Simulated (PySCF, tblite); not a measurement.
# C₄H₃BFN+ (doublet): geometry, infrared bands and EPR parameters

Aim: predict the infrared bands and EPR parameters of C₄H₃BFN+ (doublet) (`N#CB(F)[C+]1[CH]C1`).

The runs use tblite 0.8.0 and PySCF 2.14.0, with density-fitted response routines of our own; the level of theory stands in each step. All values are computed, except where a source is named. Atoms are numbered from 0 throughout.

## Step 1: Starting geometry

10 atoms, charge 1, multiplicity 2; geometry from: force field or distance geometry start.

Bonds of the start (Å): N0–C1 1.17, C1–B2 1.52, B2–F3 1.45, B2–C4 1.57, C4–C5 1.54, C5–C6 1.43, C6–C4 1.52, C5–H7 1.11, C6–H8 1.12, C6–H9 1.10.

## Step 2: Optimising the geometry with GFN2-xTB

Job settings and geometry (Å):

```
{"job": {"kind": "relax", "xc": "GFN2-xTB", "basis": "xTB"}, "charge": 1, "multiplicity": 2}
N      3.245000    -0.911600     0.376300
C      2.348200    -0.161000     0.287100
B      1.191400     0.815400     0.193800
F      1.432700     2.248300     0.156200
C     -0.281500     0.282400     0.119900
C     -1.800600     0.489900     0.022600
C     -1.301500    -0.844500     0.093800
H     -2.151400     0.854100     1.016100
H     -1.381300    -1.359700     1.082300
H     -1.292100    -1.408600    -0.855600
```

Run with:

```console
$ OMP_NUM_THREADS=1 python probes_run.py task.json out
```

This one command runs all jobs of the session in turn.

The log of the run:

```text
step      E/eV     max force
  0    -497.00716    5.992
  1    -497.66563   12.573
  2    -497.37653   11.350
  3    -498.43478    4.584
  4    -498.71308    1.779
  5    -498.89688    2.120
  6    -499.07530    1.903
  7    -499.14466    0.950
  8    -499.18241    0.542
  9    -499.20578    0.552
 10    -499.23658    0.509
 11    -499.25708    0.484
 12    -499.27957    0.539
 13    -499.30025    0.593
 14    -499.31773    0.390
 15    -499.32767    0.245
 16    -499.33214    0.175
 17    -499.33428    0.192
 18    -499.33576    0.129
 19    -499.33773    0.119
 20    -499.33957    0.141
 21    -499.34148    0.132
 22    -499.34306    0.128
 23    -499.34441    0.119
 24    -499.34548    0.083
 25    -499.34637    0.079
 26    -499.34735    0.091
 27    -499.34888    0.135
 28    -499.35120    0.188
 29    -499.35402    0.170
 30    -499.35652    0.158
 31    -499.35858    0.156
 32    -499.36105    0.162
 33    -499.36529    0.246
 34    -499.37109    0.268
 35    -499.37535    0.356
 36    -499.37969    0.298
 37    -499.38530    0.255
 38    -499.38993    0.318
 39    -499.39548    0.318
 40    -499.40450    0.421
 41    -499.41195    0.292
 42    -499.41427    0.908
 43    -499.42277    0.230
 44    -499.42666    0.261
 45    -499.42900    0.451
 46    -499.43300    0.265
 47    -499.43498    0.256
 48    -499.43851    0.289
 49    -499.44189    0.258
 50    -499.44507    0.157
 51    -499.44848    0.134
 52    -499.45220    0.210
 53    -499.45589    0.336
 54    -499.45918    0.223
 55    -499.46145    0.379
 56    -499.46332    0.301
 57    -499.46529    0.217
 58    -499.46710    0.186
 59    -499.46973    0.231
 60    -499.47183    0.185
 61    -499.47367    0.147
 62    -499.47517    0.158
 63    -499.47547    0.300
 64    -499.47680    0.267
 65    -499.47741    0.073
 66    -499.47777    0.037
 67    -499.47793    0.043
 68    -499.47803    0.032
 69    -499.47812    0.015
 70    -499.47815    0.015
 71    -499.47817    0.017
 72    -499.47819    0.022
 73    -499.47822    0.022
 74    -499.47825    0.020
 75    -499.47829    0.023
 76    -499.47835    0.021
 77    -499.47841    0.021
 78    -499.47846    0.022
 79    -499.47850    0.031
 80    -499.47854    0.033
 81    -499.47859    0.025
 82    -499.47862    0.015
 83    -499.47864    0.015
 84    -499.47865    0.016
 85    -499.47868    0.024
 86    -499.47872    0.033
 87    -499.47881    0.035
 88    -499.47889    0.024
 89    -499.47894    0.013
 90    -499.47896    0.010
```

It took 0.33 s on 1 thread of Arm Neoverse V2, shared host.

Along the way: (not every step is listed) (the energy doesn't fall at every step)

```
step  energy from step 0 (eV)  largest force (eV/Å)
   0                   0.0000                5.9922
   1                  -0.6585               12.5731
   2                  -0.3694               11.3498
   3                  -1.4276                4.5843
   4                  -1.7059                1.7789
   5                  -1.8897                2.1205
   6                  -2.0681                1.9030
   7                  -2.1375                0.9501
   8                  -2.1753                0.5415
  15                  -2.3205                0.2451
  22                  -2.3359                0.1278
  29                  -2.3469                0.1696
  36                  -2.3725                0.2979
  43                  -2.4156                0.2301
  50                  -2.4379                0.1571
  57                  -2.4581                0.2166
  64                  -2.4696                0.2669
  71                  -2.4710                0.0175
  78                  -2.4713                0.0222
  85                  -2.4715                0.0245
  86                  -2.4716                0.0330
  87                  -2.4717                0.0346
  88                  -2.4717                0.0244
  89                  -2.4718                0.0127
  90                  -2.4718                0.0095
```

Distances of close pairs at the start and the end, largest changes first:

```
 bond  before (Å)  after (Å)  change (Å)
C4–C5       1.536      1.342      -0.195
B2–F3       1.454      1.285      -0.168
C5–H7       1.115      1.068      -0.047
B2–C4       1.568      1.526      -0.043
C1–B2       1.517      1.558      +0.041
N0–C1       1.173      1.139      -0.034
C5–C6       1.426      1.456      +0.030
C6–H8       1.118      1.093      -0.024
```

The end geometry stands in the next job.

## Step 3: Infrared spectrum with GFN2-xTB

Job settings and geometry (Å):

```
{"job": {"kind": "ir", "xc": "GFN2-xTB", "basis": "xTB"}, "charge": 1, "multiplicity": 2}
N      3.130340    -0.301080     1.389530
C      2.283386     0.096416     0.740777
B      1.171406     0.672949    -0.185694
F      1.500752     1.450504    -1.154601
C     -0.243783     0.223051     0.163667
C     -1.368147     0.292460     0.892598
C     -1.361387    -0.740024    -0.134611
H     -1.895895     0.742732     1.704136
H     -1.361545    -1.785004     0.186958
H     -1.846245    -0.647352    -1.110233
```

The log of the run:

```text
mode    cm-1     km/mol
  1      47.6      0.46
  2      86.1      1.68
  3     146.6      4.41
  4     192.0      4.08
  5     276.6      9.82
  6     398.2      4.82
  7     416.3      7.73
  8     546.8     45.19
  9     558.3      3.96
 10     594.0      7.27
 11     790.5     15.53
 12     849.1     10.79
 13     859.0     24.82
 14     912.1     22.25
 15     985.7     31.82
 16     992.9     69.43
 17    1154.1    135.70
 18    1308.3    264.01
 19    1391.6    309.02
 20    1691.6     79.20
 21    2370.5    143.47
 22    2888.5     63.85
 23    2925.4    197.94
 24    3184.3     90.90
```

It took 0.16 s on 1 thread of Arm Neoverse V2, shared host.

The strongest bands and the atoms that carry them (share of the mass-weighted mode):

```
cm⁻¹  km/mol                      atoms
 993    69.4  H8 38 %, H9 32 %, C6 27 %
1154   135.7  C6 43 %, C5 28 %, C4 13 %
1308   264.0           H9 46 %, H8 45 %
1392   309.0           B2 68 %, F3 29 %
1692    79.2           C4 53 %, C5 31 %
2370   143.5           C1 57 %, N0 43 %
2925   197.9           H8 50 %, H9 45 %
3184    90.9                    H7 90 %
```

## Step 4: g tensor and hyperfine couplings: B3LYP/pcH-1

Settings changed since step 3:

```diff
@@ -1,2 +1,2 @@
-{"job": {"kind": "ir", "xc": "GFN2-xTB", "basis": "xTB"}, "charge": 1, "multiplicity": 2}
+{"job": {"kind": "epr", "basis": "pcH-1"}, "charge": 1, "multiplicity": 2}
 N      3.130340    -0.301080     1.389530
```

Method: UKS B3LYP, pcH-1 on B C F H N, non-relativistic, mean-field spin-orbit, GIAO.

The log of the run:

```text
UKS, coarse grid
  cycle   1  E = -333.20277609  |g| = 4.38e-01
  cycle   2  E = -332.23876907  |g| = 1.33e+00
  cycle   3  E = -333.23896764  |g| = 3.44e-01
  cycle   4  E = -333.28784544  |g| = 7.31e-02
  cycle   5  E = -333.29055067  |g| = 5.43e-02
  cycle   6  E = -333.29189292  |g| = 1.02e-02
  cycle   7  E = -333.29197283  |g| = 3.79e-03
  cycle   8  E = -333.29198208  |g| = 1.99e-03
  cycle   9  E = -333.29198476  |g| = 1.00e-03
  cycle  10  E = -333.29198560  |g| = 3.14e-04
UKS, final grid
  cycle   1  E = -333.29199340  |g| = 6.17e-04
  cycle   2  E = -333.29199231  |g| = 1.68e-03
  cycle   3  E = -333.29199361  |g| = 1.28e-04
  cycle   4  E = -333.29199362  |g| = 3.56e-05
  cycle   5  E = -333.29199362  |g| = 2.93e-05
E = -333.29199362 Eh   <S^2> = 0.7533 (exact 0.7500)
g shifts (ppm)      1          2          3
  rmc          -147       -147       -147
  gc              7         29         -1
  oz_so         445        755       1656
  total         305        638       1508
hyperfine (MHz)  atom isotope    a_iso     a_fc   dipolar eigenvalues
    0   14N       1.03       1.03     -2.90     -2.80      5.71
    1   13C      17.44      17.44     -4.72     -3.77      8.48
    2   11B     -14.82     -14.82     -2.63     -1.15      3.78
    3   19F      -0.56      -0.56     -7.58     -4.19     11.78
    4   13C      22.84      22.84    -36.32    -30.66     66.98
    5   13C      30.44      30.44    -37.85    -33.05     70.90
    6   13C     -51.13     -51.13    -15.17     -8.21     23.38
    7    1H     -23.93     -23.93    -17.10     -4.51     21.62
    8    1H     295.16     295.16    -10.49     -8.42     18.91
    9    1H     297.57     297.57    -10.53     -8.46     18.99
```

Run time: 28 s. Hardware: 1 thread of Arm Neoverse V2, shared host; peak memory 0.8 GiB.

Principal g values 2.00262, 2.00296, 2.00383; g(iso) = 2.00314, against 2.00232 for a free electron.

Mean a(iso) over the nuclei that a row names, and the largest dipolar term of the row (other rows stand at the frozen geometry):

```
nuclei  isotope  a(iso) (MHz)  a(iso) (G, at g = 2.0023)  largest dipolar term (MHz)
H8, H9       1H         296.4                      105.8                        19.0
    C6      13C         -51.1                      -18.2                        23.4
    C5      13C          30.4                       10.9                        70.9
    H7       1H         -23.9                       -8.5                        21.6
    C4      13C          22.8                        8.1                        67.0
    C1      13C          17.4                        6.2                         8.5
    B2      11B         -14.8                       -5.3                         3.8
    N0      14N           1.0                        0.4                         5.7
    F3      19F          -0.6                       -0.2                        11.8
```

Mulliken spin populations:

```
atom  value (e)
  N0       0.06
  C1       0.01
  B2      -0.01
  F3       0.00
  C4       0.36
  C5       0.39
  C6      -0.01
  H7      -0.01
  H8       0.11
  H9       0.11
```

In first order the couplings over 0.8 MHz of 1H, 11B, 14N give 72 distinct lines over 236.7 G, if the averaged nuclei exchange fast.

The fields below are evaluated on a grid from the run's orbitals.

ELF in a plane through or near 4 of the atoms.

Values, 10 rows by 14 columns:
```
0.00 0.00 0.00 0.00 0.00 0.00 0.00 0.00 0.00 0.00 0.00 0.00 0.00 0.00
0.00 0.00 0.00 0.00 0.00 0.00 0.00 0.00 0.00 0.00 0.00 0.00 0.00 0.00
0.00 0.00 0.15 0.26 0.09 0.01 0.00 0.00 0.00 0.00 0.00 0.00 0.00 0.00
0.00 0.17 0.89 0.91 0.58 0.31 0.01 0.06 0.06 0.03 0.01 0.00 0.00 0.00
0.00 0.18 0.82 0.36 0.72 0.61 0.05 0.30 0.20 0.42 0.11 0.00 0.00 0.00
0.00 0.03 0.32 0.68 0.38 0.87 0.50 0.68 0.58 0.26 0.27 0.01 0.00 0.00
0.00 0.00 0.07 0.19 0.25 0.24 0.50 0.65 0.66 0.99 0.88 0.02 0.00 0.00
0.00 0.00 0.00 0.00 0.10 0.32 0.04 0.03 0.15 0.99 0.96 0.01 0.00 0.00
0.00 0.00 0.00 0.00 0.05 0.11 0.01 0.00 0.00 0.02 0.00 0.00 0.00 0.00
0.00 0.00 0.00 0.00 0.00 0.00 0.00 0.00 0.00 0.00 0.00 0.00 0.00 0.00
```
The map spans 11.3 Å across and 8.7 Å up, centred on the molecule. Atoms in the plane (x, y in Å): N0 (-3.1, 1.1), C1 (-2.3, 0.4), C6 (1.5, -0.2), H9 (2.0, -1.1).

log10 of the density (e/Å³) in the same plane.

Values, 10 rows by 14 columns:
```
-4.0 -4.0 -4.0 -4.0 -4.0 -4.0 -4.0 -4.0 -4.0 -4.0 -4.0 -4.0 -4.0 -4.0
-4.0 -4.0 -4.0 -3.9 -4.0 -4.0 -4.0 -4.0 -4.0 -4.0 -4.0 -4.0 -4.0 -4.0
-4.0 -3.5 -2.3 -1.9 -2.2 -2.9 -3.7 -3.6 -3.4 -3.6 -4.0 -4.0 -4.0 -4.0
-4.0 -2.2 -0.8  0.0 -0.6 -1.5 -2.3 -2.1 -1.9 -2.0 -2.6 -3.8 -4.0 -4.0
-4.0 -2.0 -0.5  0.6  0.4 -0.6 -1.4 -1.1 -0.7 -0.7 -1.7 -3.0 -4.0 -4.0
-4.0 -2.6 -1.4 -0.5  0.2 -0.2 -0.6 -0.2  0.2  0.2 -1.1 -2.6 -4.0 -4.0
-4.0 -3.6 -2.3 -1.6 -0.9 -0.7 -0.7 -0.5 -0.3  0.2 -0.9 -2.6 -4.0 -4.0
-4.0 -4.0 -3.6 -2.7 -1.4 -1.0 -1.5 -1.9 -1.5 -0.8 -1.5 -3.0 -4.0 -4.0
-4.0 -4.0 -4.0 -3.7 -2.3 -2.0 -2.7 -3.5 -3.2 -2.9 -3.3 -4.0 -4.0 -4.0
-4.0 -4.0 -4.0 -4.0 -4.0 -3.9 -4.0 -4.0 -4.0 -4.0 -4.0 -4.0 -4.0 -4.0
```
The map spans 11.3 Å across and 8.7 Å up, centred on the molecule. Atoms in the plane (x, y in Å): N0 (-3.1, 1.1), C1 (-2.3, 0.4), C6 (1.5, -0.2), H9 (2.0, -1.1).

On the surface of density 0.002 e/bohr³ the electrostatic potential runs, from the 1st to the 99th percentile, from 1.66 V near N0 to 7.13 V near B2.

The spin density lies nearest to C4, C5 about 30 % each; H8, H9 about 12 % each.

## Step 5: What came out

| quantity | value |
| --- | --- |
| strongest single infrared mode (GFN2-xTB) | 1392 cm⁻¹, 309 km/mol |
| zero-point energy (GFN2-xTB) | 36.5 kcal/mol |
| g(iso) (B3LYP) | 2.00314 |
| ⟨S²⟩ | 0.753 (exact 0.75) |
| largest a(iso) (averaged by class) | 1H on H8, H9, 296.4 MHz |

The optimisation took 90 steps and gained 2.472 eV; among the close pairs (by a distance rule), C4–C5 changed most, from 1.536 to 1.342 Å. All 24 modes are real, so the xTB geometry is a minimum. The strongest single mode, at 1392 cm⁻¹, moves mainly B2. Unscaled tight-binding wavenumbers are off by several per cent, some by more. Its intensities can rank the bands wrongly. The largest spin populations lie on C5 (0.39 e), C4 (0.36 e). The isotropic g lies 0.8 ppt above the free-electron value.
